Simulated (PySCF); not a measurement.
**[Eu(NO2)]2+: other functionals and bases at one geometry**

One table from this session's results is given with a row withheld; the runs are named, their logs left out.

The runs use PySCF 2.14.0; several levels, as the steps say, no spin–orbit coupling.

4 further runs of the same task are left out: 2 for a known fault of the program, 1 that didn't finish, 1 set aside as unsound or not needed.

## Where the work starts

4 atoms, charge 2, spin multiplicity 1.

Bond lengths: Eu1–O2 2.224 Å, Eu1–O3 2.224 Å, Eu1–N4 2.703 Å, O2–N4 1.295 Å, O3–N4 1.295 Å. Angles: O2–Eu1–O3 56.8°, O2–Eu1–N4 28.4°, O3–Eu1–N4 28.4°, Eu1–O2–N4 96.8°, Eu1–O3–N4 96.8°, Eu1–N4–O2 54.8°, Eu1–N4–O3 54.8°, O2–N4–O3 109.5°.

Geometry (Å):

```
Eu    0.00000    0.00000   -0.36395
O     1.05757    0.00000    1.59218
O    -1.05757    0.00000    1.59218
N     0.00000    0.00000    2.33933
```

Formal oxidation states: Eu +3. Each metal's 6 4f electrons lie in its core potential, so multiplicities, spins and levels count the valence alone. An earlier session relaxed this geometry at TPSS, Eu lcecp-1-SVP with ECP52, O def2-SVP, N def2-SVP (singlet, point group C2v).

At TPSS on the finer grid: E = -239.632690 Eh, HOMO -18.00 eV, LUMO -15.57 eV, Mulliken charge on Eu1 +2.02 e, largest force component 0.015 eV/Å. 

Levels to run: M06-L; HF; PBE0; PBE; TPSS, TZVP. Hardware: 2 threads of Arm Neoverse V2, shared host.

Set-up of the first run:

run.py (the lines that set the calculation) reads:

```python
mol = gto.M(atom='''
Eu     0.00000     0.00000    -0.36395
O      1.05757     0.00000     1.59218
O     -1.05757     0.00000     1.59218
N      0.00000     0.00000     2.33933''',
    basis={'Eu': 'lcecp-1-SVP', 'O': 'def2-SVP', 'N': 'def2-SVP'},
    ecp={'Eu': 'lcecp-1-SVP'},
    charge=2, spin=0)
mf = dft.RKS(mol, xc='M06L')
mf.grids.atom_grid = (75, 302)  # f atoms: unpruned, at least (60, 302)
mf = mf.density_fit()  # fitting sets: Eu AutoAux, O def2-universal-JKFIT, N def2-universal-JKFIT
mf.conv_tol = 1e-08; mf.max_cycle = 55
mf.kernel(dm0)  # dm0: the density of the relaxed state
```

Command:

```sh
OMP_NUM_THREADS=2 python run.py
```

Among the steps run: M06-L; HF; PBE0; PBE; TPSS, TZVP.

One of the session's tables, all rows but one given; the rest of the session is left out.

```
              level  HOMO (eV)  gap (eV)  charge on Eu1 (e)  dipole (D)  largest force component (eV/Å)
TPSS (relaxed here)     -18.00      2.43               2.02        6.08                            0.01
              M06-L          ?         ?                  ?           ?                               ?
                 HF     -23.37     12.13               2.33        7.83                            3.54
               PBE0     -19.43      4.73               2.08        6.54                            1.58
                PBE     -17.94      2.17               1.97        5.81                            0.20
         TPSS, TZVP     -17.91      2.61               2.10        5.84                            0.70
```

Estimate the missing values for M06-L.

**Answer.** HOMO (eV): -18.01; gap (eV): 2.69; charge on Eu1 (e): 2.13; dipole (D): 6.63; largest force component (eV/Å): 0.87. In the column «HOMO (eV)» it lies between PBE0 (-19.43) and TPSS (relaxed here) (-18.00).

The dipole of a charged species depends on the origin, so these sizes hold for this origin alone.

In one basis the HOMO–LUMO gap runs from 2.17 eV (PBE) to 12.13 eV (HF). The largest leftover force, 3.54 eV/Å with HF, stands at a geometry relaxed at another level. With 4f in the core, its levels are missing from HOMO and gap, and its count is fixed, so no charge can pass from the ligands into it. Total energies of different levels can't be compared.
